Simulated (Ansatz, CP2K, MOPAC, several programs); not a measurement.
Energy against volume for In3BiSb2 as one 6-atom ordering (Imm2) on the zincblende lattice, at fixed shape and fractional coordinates, computed by several methods (PBE and r2SCAN, where shown, with plane waves in Ansatz); the cell shown is that of r2SCAN. With free coordinates or axes held, a curve is too stiff, and on another method's shape its minimum isn't the method's own volume. Space group Imm2 (No. 44), orthorhombic; conventional cell a = 4.687 Å, b = 14.052 Å, c = 6.616 Å, 36.31 Å³ an atom. Sb is surrounded by 4 In at 2.84–2.85 Å; In is surrounded by 3 Sb at 2.84–2.85 Å and 1 Bi at 2.92 Å; Bi is surrounded by 4 In at 2.90–2.92 Å; In is surrounded by 2 Sb at 2.85 Å and 2 Bi at 2.90 Å. No spin polarisation and no zero-point or thermal motion; the cell was built from a prototype and may be hypothetical. Energies count from each curve's lowest point; fits are third-order Birch-Murnaghan.

```cif
data_structure
_symmetry_space_group_name_H-M 'Imm2'
_symmetry_Int_Tables_number 44
_cell_length_a 4.6869
_cell_length_b 14.0524
_cell_length_c 6.6158
_cell_angle_alpha 90.000
_cell_angle_beta 90.000
_cell_angle_gamma 90.000
_cell_volume 435.73
loop_
_atom_site_label
_atom_site_type_symbol
_atom_site_symmetry_multiplicity
_atom_site_Wyckoff_symbol
_atom_site_fract_x
_atom_site_fract_y
_atom_site_fract_z
_atom_site_occupancy
Sb1 Sb 4 d 0.00000 0.33290 0.00078 1
In1 In 4 d 0.50000 0.32994 0.24592 1
Bi1 Bi 2 a 0.00000 0.00000 0.99865 1
In2 In 2 b 0.50000 0.00000 0.25795 1
```

**Question.** PBE, on the shape of its own relaxed cell, gives
```tsv
V (Å³/atom)	E (meV/atom)
35.457	16.22
36.588	3.76
37.720	0.00
38.852	3.53
39.983	13.17
```
What equilibrium volume and bulk modulus follow?

**Answer.** V₀ = 37.70 Å³ an atom and B₀ = 34 GPa.

light PBE (260 eV, its own mesh), on the shape of the cell shown:
```tsv
V (Å³/atom)	E (meV/atom)
33.406	87.15
34.859	46.33
36.311	10.99
37.763	6.19
39.216	0.00
40.668	9.48
```
The points scatter about a smooth fit, as a low cutoff and a light mesh can make them, so no fit is quoted.

**Question.** r2SCAN, on the shape of its own relaxed cell, gives
```
V (Å³/atom)  E (meV/atom)
     34.132         18.69
     35.222          4.37
     36.311          0.00
     37.400          3.98
     38.490         14.98
```
What equilibrium volume and bulk modulus follow?

**Answer.** V₀ = 36.30 Å³ an atom and B₀ = 41 GPa.

PM7 (MOPAC), on the shape of the cell shown, as a cluster of 48 atoms at the zone centre:
```
V (Å³/atom)  E (meV/atom)
     31.954         35.91
     34.132          0.00
     36.311         45.72
     38.490        144.10
     40.668        281.60
```
The points scatter about a smooth fit, so no fit is quoted.

**Question.** PBE/DZVP (CP2K), on the shape of the cell shown, gives
```tsv
V (Å³/atom)	E (meV/atom)
31.954	144.42
34.132	51.30
36.311	7.92
38.490	0.00
40.668	17.34
```
What equilibrium volume and bulk modulus follow?

**Answer.** V₀ = 37.98 Å³ an atom and B₀ = 35 GPa.
